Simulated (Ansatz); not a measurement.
# SnO2: the cost of one run

Method: DFT r2SCAN, scalar-relativistic, plane waves, PAW, in Ansatz 0.2.0.

## 1. The starting structure

The structure is tetragonal, space group I4_1/amd (No. 141). The conventional cell has a = 4.000 Å, b = 4.000 Å, c = 10.247 Å, α = 90.00°, β = 90.00°, γ = 90.00°. Sn (site symmetry -4m2) is surrounded by 6 O at 2.06 to 2.09 Å. Around O (site symmetry 2mm) lie 3 Sn at 2.06 to 2.09 Å.

Structure file:

```xyz
6
Lattice="-2.0001 2.0001 5.1237 2.0001 -2.0001 5.1237 2.0001 2.0001 -5.1237" Properties=species:S:1:pos:R:3 pbc="T T T"
Sn    0.0000    2.0001    2.5618
Sn    0.0000    0.0000    0.0000
O     0.0000    0.0000    8.1623
O     0.0000    2.0001    4.6469
O     0.0000    0.0000    2.0851
O     0.0000    2.0001    0.4767
```

The structure comes from the Materials Project (structure only).

## 2. Probe: one point at the start

The input, input.yaml:

```yaml
crystal:
  lattice:
    - [-2.0000686112, 2.0000686112, 5.1236788559]
    - [2.0000686112, -2.0000686112, 5.1236788559]
    - [2.0000686112, 2.0000686112, -5.1236788559]
  atoms:
    - { symbol: Sn, position: [0.75, 0.25, 0.5] }
    - { symbol: Sn, position: [0.0, 0.0, 0.0] }
    - { symbol: O, position: [0.79652259, 0.79652259, 0.0] }
    - { symbol: O, position: [0.95347741, 0.45347741, 0.5] }
    - { symbol: O, position: [0.20347741, 0.20347741, 0.0] }
    - { symbol: O, position: [0.54652259, 0.04652259, 0.5] }
basis:
  ecutwfc: 500
kpoints:
  mp_grid: { grid: [6, 6, 6] }
hamiltonian:
  xc: r2scan
scf:
  occupations: { method: gaussian, width: 0.1 }
output:
  forces: true
  stress: true
  eigenvalues: true
```

Started as:

```sh
ansatz run input.yaml --threads 2 --pin off --max-ram 5120MiB --backend cpu --events-out ev --progress --plain --runs-dir out
```

Q: Estimate wall time and peak memory on 2 threads of Arm Neoverse V2, shared host.

About 6 s, with a peak of 0.55 GiB.
